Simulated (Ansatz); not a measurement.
# CrO2F2: up Jacob's ladder to CCSD(T)

The task here is to estimate one member of a computed series from the others.

Computed with Ansatz 0.2.0, Gaussian basis. Level: functionals in def2-TZVPP, the program's frozen cores in correlated methods.

Levels to be run: LDA (SPW92), PBE-D4, revPBE-D4, BLYP-D4, r2SCAN-D4, B97M-V, PBE0-D4, B3LYP-D4, r2SCANh-D4, r2SCAN0-D4, HSE06-D4, BHLYP-D4, CAM-B3LYP-D4, LC-ωPBE, ωB97X-V, ωB97M-V, B2PLYP, PBE-QIDH; CCSD(T)/def2-SVP; CCSD(T)/def2-TZVPP; MP2/def2-QZVPP; extrapolation to the limit; RPA on PBE.

## The relaxed structure

All runs share one geometry, relaxed beforehand with PBE0-D4 in a triple-zeta def2 set.

SMILES `[O]=[Cr](=[O])([F])[F]`, 5 atoms, charge 0, spin multiplicity 1.

Atoms are counted from 1 here; the program's logs count them from 0.

Bond lengths: O1–Cr2 1.534 Å, Cr2–O3 1.534 Å, Cr2–F4 1.699 Å, Cr2–F5 1.699 Å. Angles: O1–Cr2–O3 108.3°, O1–Cr2–F4 109.7°, O1–Cr2–F5 109.7°, O3–Cr2–F4 109.7°, O3–Cr2–F5 109.7°, F4–Cr2–F5 109.8°.

Set-up of the first run:

in.yaml

```yaml
crystal:
  periodic: [false, false, false]
  atoms:
    - {symbol: O, position_ang: [-0.552260, -0.400820, 1.386989]}
    - {symbol: Cr, position_ang: [0.022613, -0.034883, 0.012140]}
    - {symbol: O, position_ang: [1.322550, -0.824414, -0.191329]}
    - {symbol: F, position_ang: [-1.092732, -0.445199, -1.202603]}
    - {symbol: F, position_ang: [0.349630, 1.631716, -0.046697]}
basis:
  gaussian: {orbitals: def2-TZVPP}
hamiltonian: {xc: lda}
output: {orbitals: {seedname: orbitals}}
```

Run with:

```bash
$ ansatz run in.yaml --threads 4 --pin off --events-out ev --progress --plain --max-ram 10444MiB
```

Steps of the session up to this table: LDA; PBE-D4 (GGA); revPBE-D4 (GGA); BLYP-D4 (GGA); r2SCAN-D4 (meta-GGA); B97M-V (meta-GGA); PBE0-D4 (hybrid); B3LYP-D4 (hybrid); r2SCANh-D4 (hybrid); r2SCAN0-D4 (hybrid); HSE06-D4 (hybrid); BHLYP-D4 (hybrid); CAM-B3LYP-D4 (range-separated); LC-ωPBE (range-separated); ωB97X-V (range-separated); ωB97M-V (range-separated); B2PLYP (double hybrid); PBE-QIDH (double hybrid).

One of the session's tables, all rows but one given; the rest of the session is left out.

It belongs to the step «Orbital energies across the functionals». 

```
  functional  HOMO (eV)  LUMO (eV)  gap (eV)
 LDA (SPW92)      -9.05      -6.03      3.02
      PBE-D4      -8.78      -5.71      3.07
   revPBE-D4      -8.69      -5.60      3.09
     BLYP-D4      -8.72      -5.68      3.04
   r2SCAN-D4      -9.22      -5.86      3.36
      B97M-V      -9.33      -5.89      3.44
     PBE0-D4     -10.58      -5.02      5.57
    B3LYP-D4     -10.33      -5.31      5.02
  r2SCANh-D4      -9.89      -5.57      4.32
  r2SCAN0-D4          ?          ?         ?
    HSE06-D4     -10.17      -5.40      4.77
    BHLYP-D4     -12.37      -4.14      8.23
CAM-B3LYP-D4     -12.10      -3.95      8.15
     LC-ωPBE     -13.35      -2.66     10.70
     ωB97X-V     -13.03      -2.71     10.32
     ωB97M-V     -12.98      -2.69     10.29
```

Estimate the missing values for r2SCAN0-D4.

Worked estimate for «HOMO (eV)». Against the share of exact exchange, r2SCAN-D4 (0, -9.22), r2SCANh-D4 (0.1, -9.89) give a slope of -6.70 per unit share; at 0.25 the line stands at -10.89.

The run gave: HOMO (eV): -10.90; LUMO (eV): -5.11; gap (eV): 5.79. In «HOMO (eV)» the line misses by +0.01.
